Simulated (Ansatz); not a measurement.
# CH3BOS: the cost of one run

All numbers are computed with Ansatz 0.2.0, driven from Python. Level of theory: PBE/def2-SVP.

## (1) The structure

Bond lengths: S1–C2 1.770 Å, C2–B3 1.545 Å, C2–O4 1.364 Å, B3–O4 1.415 Å, S1–H5 1.433 Å, C2–H6 1.120 Å, B3–H7 1.240 Å. Angles: S1–C2–B3 111.9°, S1–C2–O4 112.1°, S1–C2–H6 123.2°, B3–C2–O4 57.8°, B3–C2–H6 120.1°, O4–C2–H6 113.9°, C2–S1–H5 93.6°, C2–B3–O4 54.7°, C2–B3–H7 137.3°, O4–B3–H7 145.5°, C2–O4–B3 67.5°.

The script holds or builds the structure itself.

## (2) The code

Contents of bend_ch3bos.py:

```python
"""Bending curve of CH3BOS."""

from dataclasses import dataclass

import ansatz as az
from ase import Atoms


@dataclass
class RunConfig:
    basis: str = "def2-SVP"
    functional: str = "PBE"
    fmax: float = 0.02


opts = RunConfig()

atoms = Atoms(["S", "C", "B", "O", "H", "H", "H"], positions=[
    (-1.3317, 0.1607, -1.1211),
    (-0.3472, -0.0024, 0.3405),
    (1.0074, -0.6854, 0.0482),
    (-0.1088, -1.3079, 0.6563),
    (-0.9112, 1.509, -1.3634),
    (-0.4581, 0.6666, 1.2315),
    (2.211, -0.4086, 0.1623),
])

# start the scan from a relaxed geometry
first = (
    az.Crystal.molecule_from_ase(atoms).calculation()
    .basis(gaussian=opts.basis)
    .functional(opts.functional)
    .relax(force_tolerance=opts.fmax, max_steps=80)
)
atoms.positions = first.run(threads=1).report["positions_ang"]

rows = []
for angle in [90, 100, 110, 120, 135, 150, 165, 179]:
    bent = atoms.copy()
    bent.set_angle(1, 0, 4, angle, indices=[4])
    calc = (
        az.Crystal.molecule_from_ase(bent).calculation()
        .basis(gaussian=opts.basis)
        .functional(opts.functional)
    )
    rows.append((angle, calc.run(threads=1).report["free_energy_ev"]))
floor = min(e for _, e in rows)
for angle, e in rows:
    print(f"angle C1-S0-H4 = {angle:3d} deg   {1000 * (e - floor):9.1f} meV")
```

## (3) The run

The run is started by

```bash
> python bend_ch3bos.py
```

**Question.** How long does this script take on 1 thread of Arm Neoverse V1, shared host, and how much memory does it need?

About 41 s, with a peak of 0.21 GiB.
